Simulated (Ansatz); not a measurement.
# SrAuN2: the cost of one run

Computed with Ansatz 0.2.0 (DFT PBE, scalar-relativistic, plane waves, PAW, unless a step's input says otherwise).

### 1 Starting point

The structure is hexagonal, space group P-6m2 (No. 187). Conventional cell: a = 4.612 Å, b = 4.612 Å, c = 4.267 Å, α = 90.00°, β = 90.00°, γ = 120.00°. Around Sr (site symmetry -6m2) lie 6 N at 2.97 Å and 6 Au at 3.41 Å. Au (site symmetry -6m2) has 6 N at 2.78 Å as nearest neighbours. Around N (site symmetry 3m) lie 1 N at 1.63 Å.

Coordinates:

```xyz
4
Lattice="4.6124 0.0000 0.0000 -2.3062 3.9945 0.0000 0.0000 0.0000 4.2666" Properties=species:S:1:pos:R:3 pbc="T T T"
Sr    0.0000    0.0000    0.0000
Au    2.3062    1.3315    2.1333
N     0.0000    2.6630    2.9466
N     0.0000    2.6630    1.3200
```

The cell is invented: random cell by space group and Wyckoff sites (P-6m2, No. 187). Its size is a rough estimate.

### 2 Probe: one point on a coarse mesh

Contents of input.yaml:

```yaml
crystal:
  lattice:
    - [4.61244439, 0.0, 0.0]
    - [-2.30622219, 3.99449402, 0.0]
    - [0.0, 0.0, 4.26661642]
  atoms:
    - { symbol: Sr, position: [0.0, 0.0, 0.0] }
    - { symbol: Au, position: [0.66666667, 0.33333333, 0.5] }
    - { symbol: "N", position: [0.33333333, 0.66666667, 0.69062525] }
    - { symbol: "N", position: [0.33333333, 0.66666667, 0.30937475] }
basis:
  ecutwfc: 420
kpoints:
  mp_grid: { grid: [6, 6, 4] }
hamiltonian:
  xc: pbe
scf:
  occupations: { method: gaussian, width: 0.1 }
  lower_state_search: "off"
output:
  forces: true
  stress: true
  eigenvalues: true
```

The run is started by

```bash
> ansatz run input.yaml --threads 1 --pin off --max-ram 2560MiB --backend cpu --events-out ev --progress --plain --runs-dir out
```

What time and memory should one allow on 1 thread of Arm Neoverse V1, shared host?

About 4.6 s, with a peak of 0.34 GiB.
